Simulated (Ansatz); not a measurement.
# Al4Cu: the cost of one run

Method: DFT PBE, scalar-relativistic, plane waves, PAW, in Ansatz 0.2.0.

1 further run of the same task is left out (it didn't finish).

**1. The starting structure**

It takes space group P-6m2 (No. 187, hexagonal). Conventional cell: a = 4.523 Å, b = 4.523 Å, c = 4.077 Å, α = 90.00°, β = 90.00°, γ = 120.00°. Al (site symmetry -6m2) is surrounded by 2 Cu at 2.04 Å and 6 Al at 2.27 Å. Around Al (site symmetry mm2) lie 4 Al at 2.02 to 2.27 Å. Cu (site symmetry -6m2) is surrounded by 2 Al at 2.04 Å.

As a file:

```
Al Cu
1.0
     4.52297    0.00000    0.00000
    -2.26148    3.91701    0.00000
     0.00000    0.00000    4.07682
Al Cu
4 1
Direct
  0.66667 0.33333 0.50000
  0.14922 0.85078 0.50000
  0.14922 0.29845 0.50000
  0.70155 0.85078 0.50000
  0.66667 0.33333 0.00000
```

Recipe of the guess: random cell by space group and Wyckoff sites (P-6m2, No. 187). The dimensions are guesses.

**2. A first look at the guess**

The input, input.yaml:

```yaml
crystal:
  lattice:
    - [4.52296947, 0.0, 0.0]
    - [-2.26148473, 3.91700646, 0.0]
    - [0.0, 0.0, 4.07681645]
  atoms:
    - { symbol: Al, position: [0.66666667, 0.33333333, 0.5] }
    - { symbol: Al, position: [0.14922437, 0.85077563, 0.5] }
    - { symbol: Al, position: [0.14922437, 0.29844875, 0.5] }
    - { symbol: Al, position: [0.70155125, 0.85077563, 0.5] }
    - { symbol: Cu, position: [0.66666667, 0.33333333, 0.0] }
basis:
  ecutwfc: 420
kpoints:
  mp_grid: { grid: [6, 6, 4] }
hamiltonian:
  xc: pbe
scf:
  occupations: { method: gaussian, width: 0.1 }
  lower_state_search: "off"
output:
  forces: true
  stress: true
  eigenvalues: true
```

Run with:

```bash
$ ansatz run input.yaml --threads 1 --pin off --max-ram 2560MiB --backend cpu --events-out ev --progress --plain --runs-dir out
```

**Question.** How long does this run take on 1 thread of Arm Neoverse V2, shared host, and how much memory does it need?

About 3.3 s, with a peak of 0.33 GiB.
